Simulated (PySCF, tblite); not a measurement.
**C₇H₁₆BP: geometry, infrared bands and NMR shifts**

Wanted: the infrared bands and NMR shifts of C₇H₁₆BP (`[BH3-][P@@+]1(CCC)C=C1CC`), by calculation.

Programs: tblite 0.8.0 and PySCF 2.14.0, with density-fitted response routines of our own. Each step states its level of theory. These are calculated values for one molecule in the gas phase, unless marked as measured. Atoms are numbered from 0 throughout.

## (1) Starting geometry

25 atoms, charge 0, multiplicity 1; geometry from: force field or distance geometry start.

Bonds of the start (Å): B0–P1 1.89, P1–C2 1.77, C2–C3 1.49, C3–C4 1.54, P1–C5 1.78, C5–C6 1.34, C6–C7 1.50, C7–C8 1.50, C6–P1 1.79, B0–H9 1.19, B0–H10 1.18, B0–H11 1.20, C2–H12 1.11, C2–H13 1.12, C3–H14 1.09, C3–H15 1.14, C4–H16 1.10, C4–H17 1.10, C4–H18 1.13, C5–H19 1.09, C7–H20 1.13, C7–H21 1.13, C8–H22 1.12, C8–H23 1.12, C8–H24 1.10.

## (2) Relaxing the molecule with GFN2-xTB

The job: settings as JSON, then the geometry in Å.

```
{"job": {"kind": "relax", "xc": "GFN2-xTB", "basis": "xTB"}, "charge": 0, "multiplicity": 1}
B      0.666900     2.629500     0.419500
P     -0.029800     0.991800    -0.225600
C     -1.693300     0.525000     0.169000
C     -1.918800    -0.934200     0.388700
C     -3.403300    -1.148100     0.716200
C      0.558300     0.368500    -1.790900
C      1.179300    -0.214400    -0.750300
C      2.203900    -1.213000    -0.295000
C      3.307800    -0.611800     0.519000
H      1.305300     3.115700    -0.453200
H      1.334300     2.382600     1.364900
H     -0.286500     3.303400     0.710700
H     -2.361000     0.818900    -0.674000
H     -2.100800     1.080300     1.057400
H     -1.709900    -1.567700    -0.471400
H     -1.379800    -1.284000     1.327900
H     -3.555300    -1.604200     1.711000
H     -3.908700    -1.773000    -0.033000
H     -3.948800    -0.163200     0.767600
H      0.451400     0.462600    -2.872700
H      1.724700    -2.060900     0.271100
H      2.687100    -1.698400    -1.189900
H      3.316600    -0.959500     1.580300
H      3.280600     0.502100     0.465200
H      4.268900    -0.924000     0.075100
```

Started as:

```sh
$ OMP_NUM_THREADS=1 python probes_run.py task.json out
```

This one command runs all jobs of the session in turn.

**Question.** This job is followed by: GFN2-xTB harmonic vibrations, gas phase; GIAO PBE0/pcSseg-1 NMR shielding, non-relativistic, gas phase. What will the session give for the following? strongest single infrared mode (GFN2-xTB); zero-point energy (GFN2-xTB); 13C shifts against TMS (PBE0/pcSseg-1); 1H shifts against TMS (PBE0/pcSseg-1, means over atoms taken as alike); 11B shifts against BF3·OEt2 (PBE0/pcSseg-1); 31P shifts against H3PO4 (PBE0/pcSseg-1); surface potential, 1st and 99th percentile.

The runs gave:

```
                                                              quantity                                                           value
                             strongest single infrared mode (GFN2-xTB)                                           1067 cm⁻¹, 236 km/mol
                                          zero-point energy (GFN2-xTB)                                                  131.0 kcal/mol
                                13C shifts against TMS (PBE0/pcSseg-1)                  159.2, 125.4, 36.6, 27.6, 22.6, 17.5, 14.7 ppm
1H shifts against TMS (PBE0/pcSseg-1, means over atoms taken as alike)  7.76, 3.06, 2.65, 1.59, 1.48, 1.38, 1.06, 1.00, 0.99, 0.98 ppm
                           11B shifts against BF3·OEt2 (PBE0/pcSseg-1)                                                       -44.9 ppm
                              31P shifts against H3PO4 (PBE0/pcSseg-1)                                                      -136.3 ppm
                                 surface potential, 1st and 99th percentile                                              -1.53 V and 1.24 V
```

What this shows: Over 131 steps the energy fell by 0.998 eV; of the close pairs, P1–C2 changed most, 1.772 to 1.864 Å. No mode is imaginary among the 69: a minimum at this level. The strongest single mode, at 1067 cm⁻¹, moves mainly H9, H11 and H10. GFN2-xTB is a fitted tight-binding method: band positions and strengths are rough. Its intensities can rank the bands wrongly. The most deshielded hydrogen is H19 (hydrogen on an alkene CH), at 7.76 ppm: olefinic region. At PBE0/pcSseg-1: The widest tensor belongs to P1: span 675 ppm, with a paramagnetic part of -514 ppm. By nearest atom (PBE0/pcSseg-1), the HOMO sits on P1 18 %; C5, C6 about 15 % each and the LUMO on C5, C6 about 33 % each; H19 10 %.
